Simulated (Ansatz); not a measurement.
# Cu2Ni3: the cost of one run

Program: Ansatz 0.2.0. Level of theory: DFT PBE, scalar-relativistic, plane waves, PAW. These are calculated values, not measurements.

## (1) The system as given

It takes space group P-3m1 (No. 164, trigonal). Conventional cell: a = 2.506 Å, b = 2.506 Å, c = 20.761 Å, α = 90.00°, β = 90.00°, γ = 120.00°. Around Cu (site symmetry 3m) lie 9 Cu at 2.51 to 2.58 Å and 3 Ni at 2.55 Å. Around Cu (site symmetry 3m) lie 6 Cu at 2.51 Å and 6 Ni at 2.55 Å. Ni (site symmetry 3m) has 9 Ni at 2.48 to 2.51 Å and 3 Cu at 2.55 Å in its first shell of neighbours.

As a file:

```cif
data_structure
_symmetry_space_group_name_H-M 'P 1'
_symmetry_Int_Tables_number 1
_cell_length_a 2.5057
_cell_length_b 2.5057
_cell_length_c 20.7615
_cell_angle_alpha 90.000
_cell_angle_beta 90.000
_cell_angle_gamma 120.000
_cell_volume 112.89
loop_
_atom_site_label
_atom_site_type_symbol
_atom_site_fract_x
_atom_site_fract_y
_atom_site_fract_z
_atom_site_occupancy
Cu1 Cu 0.33333 0.66667 0.05143 1
Cu2 Cu 0.33333 0.66667 0.64959 1
Cu3 Cu 0.66667 0.33333 0.94857 1
Cu4 Cu 0.66667 0.33333 0.35041 1
Ni1 Ni 0.33333 0.66667 0.84771 1
Ni2 Ni 0.33333 0.66667 0.24941 1
Ni3 Ni 0.33333 0.66667 0.45143 1
Ni4 Ni 0.66667 0.33333 0.15229 1
Ni5 Ni 0.66667 0.33333 0.54857 1
Ni6 Ni 0.66667 0.33333 0.75059 1
```

The start is the relaxed end of an invented cell (made as: elements ordered on the sites of the Ti type, Cu/Ni on Ti (P-3m1, No. 164)), taken up again for a closer look.

## (2) Probe: one point on a coarse mesh

The input, input.yaml:

```yaml
crystal:
  lattice:
    - [2.505707, 0.0, 0.0]
    - [-1.2528535, 2.1700059, 0.0]
    - [0.0, 0.0, 20.7614944]
  atoms:
    - { symbol: Cu, position: [0.3333333, 0.6666667, 0.051433] }
    - { symbol: Cu, position: [0.3333333, 0.6666667, 0.649586] }
    - { symbol: Cu, position: [0.6666667, 0.3333333, 0.948567] }
    - { symbol: Cu, position: [0.6666667, 0.3333333, 0.350414] }
    - { symbol: Ni, position: [0.3333333, 0.6666667, 0.847711], spin: 0.54 }
    - { symbol: Ni, position: [0.3333333, 0.6666667, 0.249407], spin: 0.54 }
    - { symbol: Ni, position: [0.3333333, 0.6666667, 0.451428], spin: 0.54 }
    - { symbol: Ni, position: [0.6666667, 0.3333333, 0.152289], spin: 0.54 }
    - { symbol: Ni, position: [0.6666667, 0.3333333, 0.548572], spin: 0.54 }
    - { symbol: Ni, position: [0.6666667, 0.3333333, 0.750593], spin: 0.54 }
basis:
  ecutwfc: 420
kpoints:
  mp_grid: { grid: [6, 6, 1] }
hamiltonian:
  xc: pbe
scf:
  occupations: { method: gaussian, width: 0.1 }
  lower_state_search: "off"
output:
  forces: true
  stress: true
  eigenvalues: true
  populations: true
magnetization:
  spin_polarized: true
```

Command:

```bash
$ ansatz run input.yaml --threads 4 --pin off --max-ram 8192MiB --backend cpu --events-out ev --progress --plain --runs-dir out
```

What time and memory should one allow on 4 threads of Intel Xeon Platinum 8488C (Sapphire Rapids), shared host?

About 9.6 s, with a peak of 0.7 GiB.
